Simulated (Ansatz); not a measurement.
Which YAML input does this script hand to the engine? (the Python package of Ansatz (0.2.0))

The script, `bw.py`:
```python
"""Ground state of BW at the given structure."""

from pathlib import Path
import warnings

import ansatz as az
import numpy as np


def main() -> None:
    warnings.simplefilter("ignore", az.DeckWarning)

    vectors = np.array([
        [1.58090606, -4.24111568, 0.0],
        [1.58090606, 4.24111568, 0.0],
        [0.0, 0.0, 3.0951265],
    ])
    crystal = (
        az.Lattice.of(vectors)
        .atom("B", (0.56102184, 0.43897816, 0.25))
        .atom("B", (0.43897816, 0.56102184, 0.75))
        .atom("W", (0.85538523, 0.14461477, 0.25))
        .atom("W", (0.14461477, 0.85538523, 0.75))
    )

    # functional, basis and sampling
    job = (
        crystal.calculation()
        .functional(az.Functional.PBESOL)
        .kpoints(8, 8, 8)
        .occupations("fermi_dirac", width=0.1)
        .scf(tolerance=1e-08)
        .stress()
        .bader_charges()
        .density()
        .potential()
        .electron_localization_function()
        .output_files(volumetric_format="npy")
        .forces()
        .band_table()
    )
    def show(event):
        row = event["data"]
        if event["event"] == "scf_iter" and row.get("free_energy_ev") is not None:
            print(f"  iteration {row['iter']:3d}  F = {row['free_energy_ev']:.6f} eV  residual {row['dr2_ev']:.2e}")


    done = job.session().plan().execute(on_event=show)
    r = done.report

    energy = r["free_energy_ev"]
    print("BW: {:.6f} eV = {:.6f} Ry = {:.6f} Ha".format(energy, energy / 13.605693, energy / 27.211386))
    print("Fermi level {:.4f} eV, {} k-points, {} symmetry operations".format(r["fermi_energy_ev"], r["n_kpoints"], r["n_symmetry_ops"]))

    # pressure is a third of the trace
    print("pressure by term (GPa)")
    for term, tensor in r["stress_terms_gpa"].items():
        print(f"  {term:28s} {np.trace(np.array(tensor)) / 3:12.3f}")
    print(f"  {'total':28s} {np.trace(np.array(r['stress_gpa'])) / 3:12.3f}")

    charges = done.bader_charges()
    for atom in charges.atoms:
        print(f"Bader charge {atom.symbol:2s} {atom.partial_charge_e:+.3f} e")

    folder = Path(done.write_results("fields"))
    for name in sorted(p.name for p in folder.glob("*.npy")):
        field = np.load(folder / name)
        print(f"{name:16s} {str(field.shape):16s} min {field.min():10.4f}  mean {field.mean():10.4f}  max {field.max():10.4f}")

    # forces, one row an atom
    forces = np.array(r["forces_ev_ang"])
    norms = np.linalg.norm(forces, axis=1)
    print("largest force {:.4f} eV/A on atom {}".format(norms.max(), norms.argmax()))
    print(np.array2string(forces, precision=4, suppress_small=True))

    edges = r.get("band_edges_ev")
    if edges:
        print(f"band edges on the mesh: {edges[0]:.3f} and {edges[1]:.3f} eV, gap {edges[1] - edges[0]:.3f} eV")
    else:
        print("no band edges reported; Fermi level", round(r["fermi_energy_ev"], 3), "eV")


if __name__ == "__main__":
    main()
```

```console
$ python bw.py
  iteration   6  F = -20820.151308 eV  residual 6.81e-10
BW: -20820.151308 eV = -1530.252910 Ry = -765.126455 Ha
Fermi level 21.5936 eV, 105 k-points, 8 symmetry operations
pressure by term (GPa)
  kinetic                          2589.925
  hartree                           610.816
  ewald                           -4393.459
  local_pseudopotential            1888.673
  nonlocal_pseudopotential         -305.578
  augmentation                      211.542
  nlcc                             -754.922
  hubbard                             0.000
  exx                                 0.000
  electric_field                      0.000
  mag_constraint                      0.000
  xc                                149.022
  dispersion                          0.000
  external_charges                    0.000
  augmentation_tail                   0.001
  scf_correction                      0.000
  pulay_correction                    0.145
  total                              -3.834
Bader charge B  -0.712 e
Bader charge B  -0.712 e
Bader charge W  +0.712 e
Bader charge W  +0.712 e
elf.npy          (32, 32, 24)     min     0.0002  mean     0.4131  max     0.7346
rho.npy          (32, 32, 24)     min     0.2233  mean     0.8192  max     5.3946
v_es.npy         (32, 32, 24)     min   -55.9393  mean     8.0317  max    22.3905
v_tot.npy        (32, 32, 24)     min   -88.4742  mean    -5.8762  max    11.9827
largest force 0.0324 eV/A on atom 0
[[ 0.     -0.0324  0.    ]
 [ 0.      0.0324  0.    ]
 [ 0.      0.0037  0.    ]
 [ 0.     -0.0037  0.    ]]
no band edges reported; Fermi level 21.594 eV
```

`input.yaml`:
```yaml
crystal:
  lattice:
    - [1.58090606, -4.24111568, 0.0]
    - [1.58090606, 4.24111568, 0.0]
    - [0.0, 0.0, 3.0951265]
  atoms:
    - { symbol: B, position: [0.56102184, 0.43897816, 0.25] }
    - { symbol: B, position: [0.43897816, 0.56102184, 0.75] }
    - { symbol: W, position: [0.85538523, 0.14461477, 0.25] }
    - { symbol: W, position: [0.14461477, 0.85538523, 0.75] }
kpoints:
  mp_grid: { grid: [8, 8, 8] }
hamiltonian:
  xc: pbesol
scf:
  convergence: { dr2_threshold: 1.0e-08 }
  occupations: { method: fermi_dirac, width: 0.1 }
output:
  write_density: true
  write_potential: true
  volumetric_format: npy
  elf: true
  bader: true
  forces: true
  stress: true
  eigenvalues: true
```

The program run on that file:
```console
$ ansatz run input.yaml --threads 1 --pin off --max-ram 3072MiB --backend cpu --events-out ev --progress --plain --runs-dir out
Warning: output.stress: scf.convergence.dr2_threshold = 1e-8 eV is looser than the 4e-10 eV advised for a printed stress (1e-10 eV for each atom of the cell: 4). What an SCF threshold leaves in a stress goes as its square root, and in the free energy as the threshold itself, and one threshold admits the most on a small cell: of the crystals measured, under no hybrid functional and no lock of the [...]
Engine: ansatz 0.2.0, x86_64-unknown-linux-gnu
Pseudopotentials: kind: paw
Pseudopotential: B, paw, valence charge 3, recommended cutoff 420 eV (normal), B.paw.azcp
Pseudopotential: W, paw, valence charge 14, recommended cutoff 420 eV (normal), W.paw.azcp
Functional definition: PBEsol
  exchange = pbesol_x
  correlation = pbesol_c
Crystal: 4 atoms, lattice volume = 41.504 Å³
Basis set: ecut = 420 eV, 813 PW (Γ), exchange–correlation on 64×64×48 points (8 copies of the dense FFT grid, shifted against one another)
Bands: 21, of which v1, the nominal top of the filled ones, is band 17 counted from 1 (16 counted from 0)
Symmetry: 8 space group operations
Space group: Cmcm (ITA 63), of the structure as read, at distance tolerance 3.5e-5 Å
k-points: 105 of 512
Non-local potential: B, projectors of the file, l = 0: 2, l = 1: 2, l = 2: 1
Non-local potential: W, projectors of the file, l = 0: 3, l = 1: 2, l = 2: 2, l = 3: 1
PAW form: soft (Blöchl's): semilocal exchange-correlation on the pseudo side does not see the compensation charge
PAW frozen core: B, regenerated for the run's functional, and the local potential with it (the file was generated under x = pbe(κ = 0.804, μ = 0.2195149727645171), c = pbe(β = 0.06672455060314922))
PAW frozen core: W, regenerated for the run's functional, and the local potential with it (the file was generated under x = pbe(κ = 0.804, μ = 0.2195149727645171), c = pbe(β = 0.06672455060314922))
PAW one-centre angular grid: B, 110 points (default); XC on 64 Gauss nodes
PAW one-centre angular grid: W, 590 points (default); XC on 64 Gauss nodes
Initial density: superposition of atomic densities (neutral atoms: chi_scale 0, normalization atom), corrected by the library's trained network
Initial wavefunctions: pseudopotential atomic-orbital guess
Functional: x = pbesol(κ = 0.804, μ = 0.12345679012345678), c = pbesol(β = 0.046)
SCF iter   1: F=—  HF=-20820.159370 eV  |F-HF|=—  |Δ(HF+E_count)|=         —  Δρ=6.85e-3  dr2=3.10e-2  ethr=1.77e-3  ⟨swp⟩=5.2  Hψ=10301  notcnv=0
preconditioner: auto → Kerker (q_TF=auto, 2.639 Å⁻¹)  [metal: Δε(μ)=0.007 eV  Ē_g=7.489 eV  σ=0.100 eV  W_gap=0.02  n_scr=12 (ndim 8)  ℏωp=24.5 eV  f_vac=0.000  D(μ)=1.53/eV (n_scr^D=12)]
SCF iter   2: F=—  HF=-20820.152903 eV  |F-HF|=—  |Δ(HF+E_count)|=   6.47e-3  Δρ=3.21e-3  dr2=6.14e-3  ethr=9.11e-5  ⟨swp⟩=1.0  Hψ=3045  notcnv=0
SCF iter   3: F=—  HF=-20820.151331 eV  |F-HF|=—  |Δ(HF+E_count)|=   1.57e-3  Δρ=5.15e-4  dr2=9.76e-5  ethr=1.80e-5  ⟨swp⟩=2.0  Hψ=3130  notcnv=0
SCF iter   4: F=—  HF=-20820.151309 eV  |F-HF|=—  |Δ(HF+E_count)|=   2.16e-5  Δρ=6.42e-5  dr2=1.32e-6  ethr=2.87e-7  ⟨swp⟩=2.1  Hψ=3297  notcnv=0
SCF iter   5: F=—  HF=-20820.151308 eV  |F-HF|=—  |Δ(HF+E_count)|=   1.09e-6  Δρ=1.14e-5  dr2=8.82e-8  ethr=3.89e-9  ⟨swp⟩=2.0  Hψ=3362  notcnv=0
SCF iter   6: F=-20820.151308 eV  HF=-20820.151308 eV  |F-HF|=2.36e-10  |Δ(HF+E_count)|=   1.95e-8  Δρ=1.56e-6  dr2=6.81e-10  ethr=2.94e-11  ⟨swp⟩=8.8  Hψ=14466  notcnv=0
SCF 1 converged in 6 iterations: F = -20820.151308 eV  dr2 = 6.81e-10
  greatest PAW one-centre occupation: 1.000 electrons in one spin orbital (limit 2), on the W atom at site 3 (counted from 0), in its partial waves of l = 0
SCF converged after 6 iterations
Free energy (F): -20820.151308 eV
Harris-Foulkes:  -20820.151308 eV  (|F-HF|=2.36e-10)
Internal energy: -20820.101136 eV  (E = F + TS)
E sigma→0 (E₀):  -20820.126222 eV
Entropy (-TS):   -0.050172 eV (-12.543 meV/atom)
Fermi energy:    21.593610 eV
--- Per-component energies (eV) ---
  E_band       = -128.732996
  E_kinetic    = 1006.381495
  E_local      = -1293.032858  (includes V_loc(G=0)·N_el)
  E_nonlocal   = 27.406315
  E_hartree    = 474.696027
  E_xc         = -598.092480
  E_vxc        = -558.251485  (∫ρ·V_xc dr)
  E_paw        = -17023.551027  (= ΣΔE_a)
  E_vpaw       = -260.628658  (= ΣTr[D̂ρ^β])
  E_aug_tail   = -0.000132  (compensation charges beyond the density's cutoff)
  E_ewald      = -3414.381481
  E_core_change = 0.473006  (= ΣΔE_core)
  E_smearing   = -0.050172  (= −TS)
  E_closure    = 0.000000  (closes the sum)
  Σ components = -20820.151308   (vs F -20820.151308, Δ=0.00e0)
--- Forces (eV/Å), atoms counted from 1 ---
  atom   1  B      0.00000000    -0.03236309     0.00000000
  atom   2  B      0.00000000     0.03236309     0.00000000
  atom   3  W      0.00000000     0.00373624     0.00000000
  atom   4  W      0.00000000    -0.00373624     0.00000000
  max |Σ_I F_I| component: 0.00e0 eV/Å
--- Stress (GPa, compression-positive) ---
       -3.453034       0.000000       0.000000
        0.000000      -4.152550       0.000000
        0.000000       0.000000      -3.897408
  P = ⅓ Tr σ = -3.8343 GPa (-38.343 kbar)
--- Band table (eV; the first three rows and the last of 105) ---
  k-point 0: bands = ["-52.9238", "-52.8179", "-17.6210", "-17.2362", "-17.2322", "-17.0087", "-16.8301", "-16.8129", "7.4312", "12.6210", "16.0827", "16.5640", "16.9206", "17.0719", "18.7834", "20.3107", "20.8930", "21.6037", "22.7769", "22.7785", "23.8551"]
  k-point 1: bands = ["-52.9180", "-52.8200", "-17.5890", "-17.2663", "-17.2228", "-17.0124", "-16.8911", "-16.8364", "7.6980", "12.8709", "15.4834", "16.7407", "16.7732", "17.2934", "18.4897", "19.5934", "20.8778", "21.9062", "22.6846", "22.8795", "23.7637"]
  k-point 2: bands = ["-52.9021", "-52.8271", "-17.5018", "-17.3409", "-17.1866", "-17.0396", "-17.0252", "-16.9070", "8.4491", "13.4137", "14.2874", "16.4017", "17.2406", "17.6357", "17.7254", "18.2496", "21.2551", "22.6435", "22.9402", "23.2093", "23.9059"]
  k-point 104: bands = ["-52.8582", "-52.8582", "-17.6588", "-17.6588", "-17.0904", "-17.0904", "-16.8644", "-16.8644", "11.0216", "11.0216", "15.6644", "15.6644", "17.6636", "17.6636", "18.2849", "18.2849", "20.4593", "20.4593", "21.6325", "21.6325", "24.1395"]
--- Bader charges: 4 sites ---
  site symbol  charge [e]  shift [e]
     0      B     -0.7121     0.0003
     1      B     -0.7122     0.0003
     2      W      0.7121     0.0003
     3      W      0.7121     0.0003
  estimated error of the sums over rays = 8.1e-4 e
```

Notes:
- Absolute energies stand on the zero of these potentials, so only differences at equal settings mean something. A total without «per atom» is that of the cell as typed.
- For a metal this k-point mesh is coarse: on a finer one energies can move by several to tens of meV an atom and pressures by half a GPa or more, differences at one mesh by less.
- An absolute Fermi energy rests on an arbitrary zero of the periodic potential and has no direct meaning.
- The program warned that this SCF threshold is loose for forces or stresses.
- Pressure is positive in compression.
- The fields are valence quantities on the plane-wave grid; their values near the nuclei depend on the potentials.
- The structure comes from a database of computed cells and needn't be a stable or known phase.
- Levels are Kohn-Sham eigenvalues on this mesh, without spin-orbit coupling.
- The script silences the warnings on its input, which a real study should read.
- Cost: about 90 core-seconds.

(Lines on the test bed's own set-up are left out of the output.)
